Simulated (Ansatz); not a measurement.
Crystal: Tl3Cu.

```
Tl Cu
1.0
     4.71700    0.00000    0.00000
     0.00000    4.71700    0.00000
     0.00000    0.00000    4.71700
Tl Cu
3 1
Direct
  0.50000 0.50000 0.00000
  0.50000 0.00000 0.50000
  0.00000 0.50000 0.50000
  0.00000 0.00000 0.00000
```

The cell comes from a database or a generator and needn't be the stable form of this composition.

- Program: Ansatz 0.2.0
- Task: single point
- Functional: PBE
- Potentials or basis: Ansatz PAW
- Cutoff: 420 eV (not typed: the program's choice for these potentials)
- k mesh: 6 × 6 × 6
- Occupations: fermi-dirac, width 0.05 eV
- Spin: no spin polarisation

On this cell: pressure 0.0 GPa; largest force zero by symmetry; band gap on the k mesh none (metal or under the smearing width).

The same run follows on a disturbed copy (atoms moved at random, drawn with an rms of 0.05 Å):

```
CELL_PARAMETERS angstrom
4.71700 0.00000 0.00000
0.00000 4.71700 0.00000
0.00000 0.00000 4.71700
ATOMIC_POSITIONS crystal
Tl 0.48604 0.49439 0.99891
Tl 0.48620 0.99816 0.49703
Tl 0.99509 0.49394 0.50977
Cu 0.99723 0.00284 0.00647
```

Task: What does the disturbed cell give?

Result: The energy (extrapolated to zero smearing) moves by +1.4 meV/atom; pressure 0.1 GPa; largest force 0.181 eV/Å; band gap on the k mesh none (metal or under the smearing width).

Forces on the atoms (eV/Å):
```
Tl   0.081  0.034  0.077
Tl   0.079 -0.075 -0.012
Tl  -0.163  0.036 -0.069
Cu   0.003  0.004  0.005
```
